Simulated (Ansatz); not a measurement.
# Ga3Se: the cost of one run

Program: Ansatz 0.2.0. Level of theory: DFT PBE, scalar-relativistic, plane waves, PAW. These are calculated values, not measurements.

### Step 1. The starting structure

The structure is tetragonal, space group P4mm (No. 99). The conventional cell has a = 4.417 Å, b = 4.417 Å, c = 5.240 Å, α = 90.00°, β = 90.00°, γ = 90.00°. Ga (site symmetry 4mm) is surrounded by 1 Se at 1.80 Å. Ga (site symmetry 2mm) has 2 Ga at 2.40 Å in its first shell of neighbours. Around Se (site symmetry 4mm) lie 1 Ga at 1.80 Å.

As a file:

```cif
data_structure
_symmetry_space_group_name_H-M 'P4mm'
_symmetry_Int_Tables_number 99
_cell_length_a 4.4166
_cell_length_b 4.4166
_cell_length_c 5.2403
_cell_angle_alpha 90.000
_cell_angle_beta 90.000
_cell_angle_gamma 90.000
_cell_volume 102.22
loop_
_atom_site_label
_atom_site_type_symbol
_atom_site_symmetry_multiplicity
_atom_site_Wyckoff_symbol
_atom_site_fract_x
_atom_site_fract_y
_atom_site_fract_z
_atom_site_occupancy
Ga1 Ga 1 a 0.00000 0.00000 0.99078 1
Ga2 Ga 2 c 0.50000 0.00000 0.81059 1
Se1 Se 1 a 0.00000 0.00000 0.33491 1
```

The cell is invented: random cell by space group and Wyckoff sites (P4mm, No. 99). The dimensions are guesses.

### Step 2. Probe: one point on a coarse mesh

input.yaml reads:

```yaml
crystal:
  lattice:
    - [4.416582, 0.0, 0.0]
    - [0.0, 4.416582, 0.0]
    - [0.0, 0.0, 5.24032812]
  atoms:
    - { symbol: Ga, position: [0.0, 0.0, 0.99078212] }
    - { symbol: Ga, position: [0.5, 0.0, 0.81059286] }
    - { symbol: Ga, position: [0.0, 0.5, 0.81059286] }
    - { symbol: Se, position: [0.0, 0.0, 0.33491111] }
basis:
  ecutwfc: 420
kpoints:
  mp_grid: { grid: [4, 4, 4] }
hamiltonian:
  xc: pbe
scf:
  occupations: { method: gaussian, width: 0.1 }
  lower_state_search: "off"
output:
  forces: true
  stress: true
  eigenvalues: true
```

Launch:

```bash
ansatz run input.yaml --threads 1 --pin off --max-ram 2560MiB --backend cpu --events-out ev --progress --plain --runs-dir out
```

**Question.** How long does this run take on 1 thread of Arm Neoverse V1, shared host, and how much memory does it need?

About 5.5 s, with a peak of 0.32 GiB.
